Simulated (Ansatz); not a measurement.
# C3H7Al: vertical spin-state energies, by script

Which spin state of C3H7Al lies lowest at this geometry? Aim: vertical spin-state energies, for C3H7Al, run from a script.

Computed with Ansatz 0.2.0, driven from Python. Level of theory: r2SCAN0/6-31G*.

### Step 1. The structure

Bond lengths: Al1–C2 2.007 Å, C2–C3 1.521 Å, C2–C4 1.521 Å, C3–C4 1.517 Å, Al1–H5 1.597 Å, Al1–H6 1.597 Å, C2–H7 1.111 Å, C3–H8 1.111 Å, C3–H9 1.111 Å, C4–H10 1.111 Å, C4–H11 1.111 Å. Angles (14 of 21 angles, heavy atoms first): Al1–C2–C3 115.4°, Al1–C2–C4 115.5°, C3–C2–C4 59.8°, C2–C3–C4 60.1°, C2–C4–C3 60.1°, Al1–C2–H7 123.0°, C3–C2–H7 113.4°, C4–C2–H7 113.5°, C2–Al1–H5 118.6°, C2–Al1–H6 118.7°, C2–C3–H8 114.7°, C2–C3–H9 116.4°, C4–C3–H8 113.8°, C4–C3–H9 113.7°.

The script holds or builds the structure itself.

### Step 2. The code

spin_c3h7al.py reads:

```python
# -*- coding: utf-8 -*-
'''Gap between spin states of C3H7Al at one geometry.'''

import ansatz


def main():
    mol = (
        ansatz.Crystal.molecule()
        .atom('Al', (1.8672, 0.1312, -0.2947))
        .atom('C', (-0.028, 0.6599, 0.1034))
        .atom('C', (-1.0912, -0.0677, -0.7044))
        .atom('C', (-0.884, -0.4127, 0.7584))
        .atom('H', (2.2383, -1.4215, -0.3228))
        .atom('H', (3.0376, 1.1683, 0.028))
        .atom('H', (-0.3204, 1.6934, 0.386))
        .atom('H', (-2.0107, 0.5238, -0.8998))
        .atom('H', (-0.7297, -0.8514, -1.4042))
        .atom('H', (-1.6802, -0.0246, 1.4285))
        .atom('H', (-0.3991, -1.3989, 0.9217))
    )

    setup = mol.calculation().basis(gaussian='6-31G*').functional('R2SCAN0')
    found = {}
    for unpaired in [0, 2]:
        rep = setup.spin('collinear', total=unpaired).run().report
        s = unpaired / 2
        found[unpaired] = rep['free_energy_ev']
        print(f'2S+1 = {unpaired + 1}: E = {found[unpaired]:.5f} eV, <S^2> = {abs(rep["mean_field"]["state"]["spin_squared"]):.3f} (pure state {s * (s + 1):.2f})')
    lowest = min(found, key=found.get)
    for unpaired, e in found.items():
        print(f'multiplicity {unpaired + 1}: {(e - found[lowest]):.3f} eV above the lowest')


if __name__ == '__main__':
    main()
```

### Step 3. Running it

Run with:

```console
python spin_c3h7al.py
```

**Question.** Which spin state is lowest at this geometry, and how far above lie the others?

**Answer**, as computed:

| quantity | value |
| --- | --- |
| runs compared | 2 |
| lowest | run 1 (2S+1 = 1) |
| next above it by | 4.126 eV |

What this shows: In order: multiplicity 1 (+0.00 eV) and multiplicity 3 (+4.13 eV), all at the one geometry. The geometry is a force-field or estimated start, not a minimum of this method, and the basis set is short of its limit. All parts are taken at fixed geometry, without zero-point energy.
